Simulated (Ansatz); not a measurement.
**MP2/def2-SVP (core potential) run of SnH2F2 (SMILES [F][SnH2][F])**

What is the electronic atomisation energy of SnH2F2 at MP2/def2-SVP (core potential)? 

Program for the calculation: Ansatz 0.2.0.

44 further runs of the same task are left out: 44 set aside as unsound or not needed.

**1. Starting point**

SnH2F2 has 5 atoms, charge 0, and is taken as a singlet. As SMILES, `[F][SnH2][F]`. The shape is that of a PBE0-D4/def2-TZVP optimisation.

Bond lengths: F1–Sn2 1.909 Å, Sn2–F3 1.909 Å, Sn2–H4 1.692 Å, Sn2–H5 1.692 Å. Angles: F1–Sn2–F3 103.3°, F1–Sn2–H4 107.1°, F1–Sn2–H5 107.1°, F3–Sn2–H4 107.1°, F3–Sn2–H5 107.1°, H4–Sn2–H5 123.6°.

**2. A single-point energy at MP2/def2-SVP (core potential)**

run.yaml

```yaml
crystal:
  periodic: [false, false, false]
  atoms:
    - {symbol: F, position_ang: [-0.343500, -0.356300, 1.741400]}
    - {symbol: Sn, position_ang: [0.128900, -0.073200, -0.086200]}
    - {symbol: F, position_ang: [-1.231200, 1.110700, -0.712400]}
    - {symbol: H, position_ang: [-0.087400, -1.547100, -0.889100]}
    - {symbol: H, position_ang: [1.583200, 0.792100, -0.095000]}
basis:
  gaussian: {orbitals: def2-SVP}
correlation: {method: mp2, frozen_orbitals: {F: 1, H: 0, Sn: 4}}
accuracy: high
```

The run is started by

```bash
$ ansatz run run.yaml --threads 1 --pin off --max-ram 3480MiB --events-out events.jsonl --progress --plain --runs-dir runs
```

What it wrote:

```text
Warning: RAYON_NUM_THREADS=1 ignored (pool sized by the plan → 1); use --threads N
Functional definition: HF
  name "HF"
  exchange = exact_x
  correlation = 0
1430 factors; integrals over basis functions are off by at most 3.4e-9 eV
mean field evaluation 1: about -11242.0998 eV, gradient 4.0e1 eV
mean field evaluation 2: about -11242.1925 eV, gradient 4.0e1 eV
mean field evaluation 4: about -11245.2526 eV, gradient 1.6e0 eV
mean field evaluation 8: about -11245.2807 eV, gradient 9.8e-2 eV
mean field evaluation 16: about -11245.2807 eV, gradient 2.6e-8 eV
mean field -11245.28073960 eV, -413.2564448552 hartree, gradient 2.6e-8 eV, S^2 0.000000; 0 other end points of the search recorded, 0 dependent functions left out
6 core orbitals not correlated: weight in the atoms' cores, before any rotation towards them, 1.000 or more for the frozen orbitals, at most 0.000 for the correlated occupied ones
reference -11245.28073960 eV, -413.2564448552 hartree; 15, 15 occupied and 43, 43 virtual orbitals, 1430 factors
second order -13.32943016 eV of doubles, -0.00000000 eV of singles
Total energy: -11258.61016976 eV, -413.7462923788 hartree
```

Run time: 3.9 s. Hardware: 1 thread of Intel Xeon Platinum 8259CL at 2.50GHz (Skylake/Cascade Lake), shared host; peak memory 0.16 GiB.

**3. The F atom, same level**

in.yaml

```yaml
crystal:
  periodic: [false, false, false]
  atoms:
    - {symbol: F, position_ang: [0.000000, 0.000000, 0.000000]}
basis:
  gaussian:
    orbitals: def2-SVP
accuracy: high
correlation:
  method: mp2
  frozen_orbitals: {F: 1}
magnetization:
  spin_polarized: true
  initial_magnetization: 1
```

Run the same way, it converges to -99.42243 Eh (log not shown).

**4. The H atom: the energy at UHF/def2-SVP**

job.yaml

```yaml
crystal:
  periodic: [false, false, false]
  atoms:
    - {symbol: H, position_ang: [0.000000, 0.000000, 0.000000]}
basis:
  gaussian: {orbitals: def2-SVP}
magnetization: {spin_polarized: true, initial_magnetization: 1}
hamiltonian: {xc: hf}
accuracy: high
```

The run is started by

```bash
$ ansatz run job.yaml --threads 1 --pin off --max-ram 3480MiB --events-out events.jsonl --progress --plain --runs-dir runs
```

What it wrote:

```text
Warning: RAYON_NUM_THREADS=1 ignored (pool sized by the plan → 1); use --threads N
Functional definition: HF
  name "HF"
  exchange = exact_x
  correlation = 0
15 factors; integrals over basis functions are off by at most 8.9e-10 eV
mean field evaluation 1: about -13.5522 eV, gradient 1.6e0 eV
mean field evaluation 2: about -13.5522 eV, gradient 1.6e0 eV
mean field evaluation 4: about -13.5861 eV, gradient 1.4e-4 eV
mean field evaluation 8: about -13.5861 eV, gradient 4.4e-14 eV
mean field -13.58605754 eV, -0.4992784057 hartree, gradient 4.2e-10 eV, S^2 0.750000; 0 other end points of the search recorded, 0 dependent functions left out
reference -13.58605754 eV, -0.4992784057 hartree; 1, 0 occupied and 4, 5 virtual orbitals, 15 factors
Total energy: -13.58605754 eV, -0.4992784057 hartree
```

Wall time 0.08 s (1 thread of Intel Xeon Platinum 8259CL at 2.50GHz (Skylake/Cascade Lake), shared host).

**5. The Sn atom**

in.yaml

```yaml
crystal:
  periodic: [false, false, false]
  atoms:
    - {symbol: Sn, position_ang: [0.000000, 0.000000, 0.000000]}
basis:
  gaussian: {orbitals: def2-SVP}
correlation: {method: mp2, frozen_orbitals: {Sn: 4}}
magnetization: {spin_polarized: true, initial_magnetization: 2}
accuracy: high
```

Run the same way, it converges to -213.39227 Eh (log not shown).

**6. What came out**

At MP2/def2-SVP (core potential), 6 core orbitals frozen:

| quantity | value |
| --- | --- |
| molecule: total energy | -413.74629 Eh |
| molecule: correlation energy (6 core orbitals frozen) | -489.8 mEh |
| F atom: total energy | -99.42243 Eh |
| F atom: correlation energy (1 core orbital frozen) | -138.4 mEh |
| F atom: ⟨S²⟩ of the reference determinant | 0.752 |
| H atom: total energy | -0.49928 Eh |
| H atom: ⟨S²⟩ | 0.750 |
| Sn atom: total energy | -213.39227 Eh |
| Sn atom: correlation energy (4 core orbitals frozen) | -56.1 mEh |
| Sn atom: ⟨S²⟩ of the reference determinant | 2.010 |
| electronic atomisation energy | 13.894 eV |

What this shows: Taking the molecule apart into free atoms costs 13.89 eV (320 kcal/mol), before zero-point energy and without spin-orbit coupling.
